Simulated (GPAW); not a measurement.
Crystal: Ga.

```
Ga
1.0
    -2.99241    2.99241    2.99241
     2.99241   -2.99241    2.99241
     2.99241    2.99241   -2.99241
Ga
6
Direct
  0.37500 0.62500 0.75000
  0.62500 0.75000 0.37500
  0.87500 0.25000 0.12500
  0.75000 0.37500 0.62500
  0.12500 0.87500 0.25000
  0.25000 0.12500 0.87500
```

This isn't the form of Ga at room conditions, which is orthorhombic.

```yaml
Program: GPAW 26.7.0
Task: relaxation of cell and atoms
Functional: PBEsol
Dispersion: D3(BJ)+ATM
Potentials_or_basis: PAW data sets generated in the run's folder for this functional
Cutoff: 600 eV
Basis: pw
k_mesh: 6 × 6 × 6
Occupations: fermi-dirac, width 0.05 eV
Spin: no spin polarisation
```

At the start: pressure -2.7 GPa; volume 17.86 Å³/atom.

Task: How do energy, volume and symmetry change on relaxing?

Result: Over 4 steps the energy falls by 6.8 meV/atom and the volume is 17.11 Å³/atom (-4.2 %); space group I-43d (No. 220, to 0.05 Å).

Step by step:
```
step  energy change (eV)  largest force (eV/Å)  pressure (GPa)  volume (Å³)
   1              0.0000                0.0000           -2.70       107.18
   2             -0.0038                0.0000           -2.58       106.95
   3             -0.0406                0.0000            0.21       102.34
   4             -0.0407                0.0000           -0.01       102.67
```

Final structure:
```
CELL_PARAMETERS angstrom
-2.94985 2.94985 2.94985
2.94985 -2.94985 2.94985
2.94985 2.94985 -2.94985
ATOMIC_POSITIONS crystal
Ga 0.37500 0.62500 0.75000
Ga 0.62500 0.75000 0.37500
Ga 0.87500 0.25000 0.12500
Ga 0.75000 0.37500 0.62500
Ga 0.12500 0.87500 0.25000
Ga 0.25000 0.12500 0.87500
```

Caveat: later steps reuse the first step's grids; pairwise dispersion overbinds metals, which lowers pressure and volume.
